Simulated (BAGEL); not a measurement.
**AsH3 (arsine): FCI/STO-3G (density fitting with qzvpp-jkfit)**

What is the vertical ionisation energy of AsH3 (arsine) at FCI/STO-3G (density fitting with qzvpp-jkfit)? 

The calculation is run with BAGEL 1.2.2.

8 further runs of the same task are left out: 1 that didn't finish, 7 set aside as unsound or not needed. Runs told in other sessions of the task aren't counted.

### 1 The structure to begin with

AsH3 has 4 atoms, charge 0, and is taken as a singlet. As SMILES, `[AsH3]`. The coordinates come from a PBE0-D4/def2-TZVP relaxation.

Bond lengths: As1–H2 1.522 Å, As1–H3 1.522 Å, As1–H4 1.522 Å. Angles: H2–As1–H3 92.0°, H2–As1–H4 92.0°, H3–As1–H4 92.0°.

### 2 A single-point energy at FCI/STO-3G (density fitting with qzvpp-jkfit)

fci.json reads:

```json
{ "bagel": [

{
  "title": "molecule",
  "basis": "sto-3g",
  "df_basis": "qzvpp-jkfit",
  "angstrom": true,
  "geometry": [
    { "atom": "As", "xyz": [   -0.215800,    0.487600,   -0.346000 ] },
    { "atom": "H", "xyz": [    0.349900,    0.630300,    1.059400 ] },
    { "atom": "H", "xyz": [   -1.068000,   -0.705500,    0.061100 ] },
    { "atom": "H", "xyz": [    0.933900,   -0.412500,   -0.774500 ] }
  ]
},
{ "title": "hf" },
{ "title": "fci", "nstate": 1, "ncore": 9 }

]}
```

Launch:

```
BAGEL_NUM_THREADS=1 BAGEL fci.json > fci.out
```

What it wrote:

```text
* using 1 threads per process

  ===============================================================
  ===============================================================

  *** Geometry ***

  { "atom" : "As", "xyz" : [     -0.407803,      0.921430,     -0.653845 ] },
  { "atom" : "H", "xyz" : [      0.661215,      1.191094,      2.001976 ] },
  { "atom" : "H", "xyz" : [     -2.018228,     -1.333202,      0.115462 ] },
  { "atom" : "H", "xyz" : [      1.764815,     -0.779512,     -1.463593 ] },

  Number of auxiliary basis functions:      320

  Since a DF basis is specified, we compute 2- and 3-index integrals:
    o Being stored without compression. Storage requirement is 0.001 GB

  Number of basis functions:       21
  Number of electrons      :       36

    * METHOD: MOLECULE                             0.09

  *** RHF ***

  === Nuclear Repulsion ===
    35.1531779366

      * DIIS with orbital gradients will be used.

  === RHF iteration (sto-3g) ===
      0      -2211.00431445          0.00425263           0.01
      1      -2211.00807519          0.00053878           0.01
      2      -2211.00819101          0.00014097           0.01
      3      -2211.00819980          0.00000531           0.01
      4      -2211.00819981          0.00000084           0.01
      5      -2211.00819981          0.00000005           0.01
      6      -2211.00819981          0.00000001           0.01
    * SCF iteration converged.

    * Permanent dipole moment:
           (   -0.112423,     0.254055,    -0.180255) a.u.

    * METHOD: HF                                   0.13

  ---------------------------
        FCI calculation
  ---------------------------

  Performs exactly the same way as Knowles & Handy 1984 CPL

  o alpha-beta strings
      length:           440
  o size of the space
      determinant space:  48400
      spin-adapted space: 15730

  o single displacement lists (alpha)
      length:          7920
  o single displacement lists (beta)
      length:          7920

     guess   0:   closed 111111111...         open ............

  === FCI iteration ===

      0  0     -2211.00819981     1.23e-03      0.11
      1  0     -2211.06554839     3.50e-04      0.11
      2  0     -2211.06856012     7.93e-05      0.11
      3  0     -2211.06870119     1.77e-05      0.11
      4  0     -2211.06870938     5.00e-06      0.11
      5  0     -2211.06870997     1.08e-06      0.11
      6  0     -2211.06870999     2.09e-07      0.11
      7  0     -2211.06870999     4.65e-08      0.11
      8  0     -2211.06870999     9.86e-09      0.11
      9  0     -2211.06870999     2.47e-09      0.11
     10  0     -2211.06870999     5.40e-10      0.11
     11  0     -2211.06870999     1.07e-10      0.11
     12  0 *   -2211.06870999     2.39e-11      0.11

     * ci vector, state   0, <S^2> = -0.0000
       222222222...     0.9739570979
       2222222.22..    -0.0827027748
       222222.22.2.    -0.0826986343
       22222222.2..    -0.0502967506
       22222222..2.    -0.0502959686

    * METHOD: FCI                                  1.43

  ===============================================================
```

Run time: 2 s. Hardware: 1 thread of Intel Xeon Platinum 8259CL at 2.50GHz (Skylake/Cascade Lake), shared host; peak memory 0.14 GiB.

### 3 The doublet cation at the same level

input.json reads:

```json
{ "bagel": [

{
  "title": "molecule",
  "basis": "sto-3g",
  "df_basis": "qzvpp-jkfit",
  "angstrom": "true",
  "geometry": [
    { "atom": "As", "xyz": [      -0.215800,       0.487600,      -0.346000 ] },
    { "atom": "H", "xyz": [       0.349900,       0.630300,       1.059400 ] },
    { "atom": "H", "xyz": [      -1.068000,      -0.705500,       0.061100 ] },
    { "atom": "H", "xyz": [       0.933900,      -0.412500,      -0.774500 ] }
  ]
},

{ "title": "hf", "charge": 2 },

{ "title": "fci", "nstate": 1, "charge": 1, "ncore": 9, "nspin": 1 }

]}
```

Launch:

```
BAGEL_NUM_THREADS=1 BAGEL input.json > input.out
```

What it wrote:

```text
* using 1 threads per process

  ===============================================================
  ===============================================================

  *** Geometry ***

  { "atom" : "As", "xyz" : [     -0.407803,      0.921430,     -0.653845 ] },
  { "atom" : "H", "xyz" : [      0.661215,      1.191094,      2.001976 ] },
  { "atom" : "H", "xyz" : [     -2.018228,     -1.333202,      0.115462 ] },
  { "atom" : "H", "xyz" : [      1.764815,     -0.779512,     -1.463593 ] },

  Number of auxiliary basis functions:      320

  Since a DF basis is specified, we compute 2- and 3-index integrals:
    o Being stored without compression. Storage requirement is 0.001 GB

  Number of basis functions:       21
  Number of electrons      :       36

    * METHOD: MOLECULE                             0.14

  *** RHF ***

  === Nuclear Repulsion ===
    35.1531779366

      * DIIS with orbital gradients will be used.

  === RHF iteration (sto-3g) ===
      0      -2210.00780955          0.01445671           0.01
      1      -2210.04584083          0.00273560           0.01
      2      -2210.04659123          0.00067186           0.01
      3      -2210.04666495          0.00006631           0.01
      4      -2210.04666580          0.00000359           0.01
      5      -2210.04666580          0.00000029           0.01
      6      -2210.04666580          0.00000003           0.01
      7      -2210.04666580          0.00000000           0.01
    * SCF iteration converged.

    * Permanent dipole moment:
           (    0.006027,    -0.013690,     0.009717) a.u.

    * METHOD: HF                                   0.21

  ---------------------------
        FCI calculation
  ---------------------------

  Performs exactly the same way as Knowles & Handy 1984 CPL

  o alpha-beta strings
      length:           715
  o size of the space
      determinant space:  108900
      spin-adapted space: 56628

  o single displacement lists (alpha)
      length:          7920
  o single displacement lists (beta)
      length:         19800

     guess   0:   closed 11111111....         open ........1...

  === FCI iteration ===

      0  0     -2210.71667036     8.81e-04      0.35
      1  0     -2210.78778975     3.44e-04      0.31
      2  0     -2210.79607988     1.04e-04      0.26
      3  0     -2210.79674959     2.93e-05      0.26
      4  0     -2210.79681203     1.06e-05      0.27
      5  0     -2210.79681929     3.08e-06      0.26
      6  0     -2210.79681979     8.23e-07      0.26
      7  0     -2210.79681983     2.36e-07      0.26
      8  0     -2210.79681983     5.37e-08      0.26
      9  0     -2210.79681983     1.34e-08      0.26
     10  0     -2210.79681983     3.76e-09      0.27
     11  0     -2210.79681983     1.03e-09      0.27
     12  0     -2210.79681983     2.69e-10      0.27
     13  0     -2210.79681983     1.44e-10      0.27
     14  0 *   -2210.79681983     6.65e-11      0.25

     * ci vector, state   0, <S^2> = 0.7500
       22222222a...     0.9586275738
       22222a222...    -0.0867876411
       2222222.a2..     0.0832609376
       222222.2a.2.     0.0832573307
       2222222aab..     0.0829703383
       222222a2a.b.    -0.0829680246
       2222222baa..    -0.0566385354
       222222b2a.a.     0.0566366834

    * METHOD: FCI                                  4.20

  ===============================================================
```

It took 5.1 s on 1 thread of Intel Xeon Platinum 8259CL at 2.50GHz (Skylake/Cascade Lake), shared host; peak memory 0.21 GiB.

### 4 Summary of results

At FCI/STO-3G (density fitting with qzvpp-jkfit), 9 core orbitals frozen:

```
                                          quantity           value
                        singlet AsH3: total energy  -2211.06871 Eh
                      doublet cation: total energy  -2210.79682 Eh
vertical ionisation energy (to the doublet cation)        7.399 eV
```

In words: The vertical ionisation energy comes to 7.40 eV (714 kJ/mol). In a minimal basis such a difference can be off by several eV, whatever the method.
